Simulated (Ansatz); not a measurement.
# InSe2: the cost of one run

Method: DFT PBE, scalar-relativistic, plane waves, PAW, in Ansatz 0.2.0.

1 further run of the same task is left out (set aside as unsound or not needed). Runs told in other sessions of the task aren't counted.

### 1 The system as given

It takes space group P4/nmm (No. 129, tetragonal). Conventional cell: a = 3.887 Å, b = 3.887 Å, c = 9.733 Å, α = 90.00°, β = 90.00°, γ = 90.00°. In (site symmetry 4mm) is surrounded by 4 Se at 2.83 Å. Se (site symmetry 4mm) is surrounded by 4 In at 2.83 Å. Se (site symmetry -4m2) is surrounded by 4 Se at 2.75 Å.

Coordinates:

```
In Se
1.0
     3.88739    0.00000    0.00000
     0.00000    3.88739    0.00000
     0.00000    0.00000    9.73253
In Se
2 4
Direct
  0.00000 0.50000 0.70359
  0.50000 0.00000 0.29641
  0.00000 0.50000 0.36579
  0.50000 0.00000 0.63421
  0.00000 0.00000 0.00000
  0.50000 0.50000 0.00000
```

It goes back to an entry of the Materials Project, which need not be the stable form.

It is the result of an earlier relaxation at this level (volume 24.51 Å³/atom; gap on the mesh: none (metal)).

### 2 The reference cell

The reference gives a free energy of -33073.1859 eV, pressure -0.08 GPa, largest force 0.019 eV/Å and gap on the mesh none (metal). It was computed beforehand with the settings of the runs below.

### 3 Zone-centre phonons by finite displacements

Input file input.yaml:

```yaml
crystal:
  lattice:
    - [3.8873932726, 0.0, 0.0]
    - [0.0, 3.8873932726, 0.0]
    - [0.0, 0.0, 9.7325349602]
  atoms:
    - { symbol: In, position: [0.0, 0.5, 0.7035851637] }
    - { symbol: In, position: [0.5, 0.0, 0.2964148363] }
    - { symbol: Se, position: [0.0, 0.5, 0.3657877574] }
    - { symbol: Se, position: [0.5, 0.0, 0.6342122426] }
    - { symbol: Se, position: [0.0, 0.0, 0.0] }
    - { symbol: Se, position: [0.5, 0.5, 0.0] }
basis:
  ecutwfc: 420
kpoints:
  mp_grid: { grid: [12, 12, 6] }
hamiltonian:
  xc: pbe
scf:
  occupations: { method: gaussian, width: 0.15 }
output:
  eigenvalues: true
phonons:
  method: fd
  supercell: [1, 1, 1]
  amplitude: 0.02
  eigenvectors: true
  dielectric: false
```

On the command line:

```console
ansatz run input.yaml --threads 2 --pin off --max-ram 5120MiB --backend cpu --events-out ev --progress --plain --runs-dir out
```

**Question.** How long does this run take on 2 threads of AMD EPYC 9R45 (Zen 5), shared host, and how much memory does it need?

About 2.5 min, with a peak of 2.5 GiB.
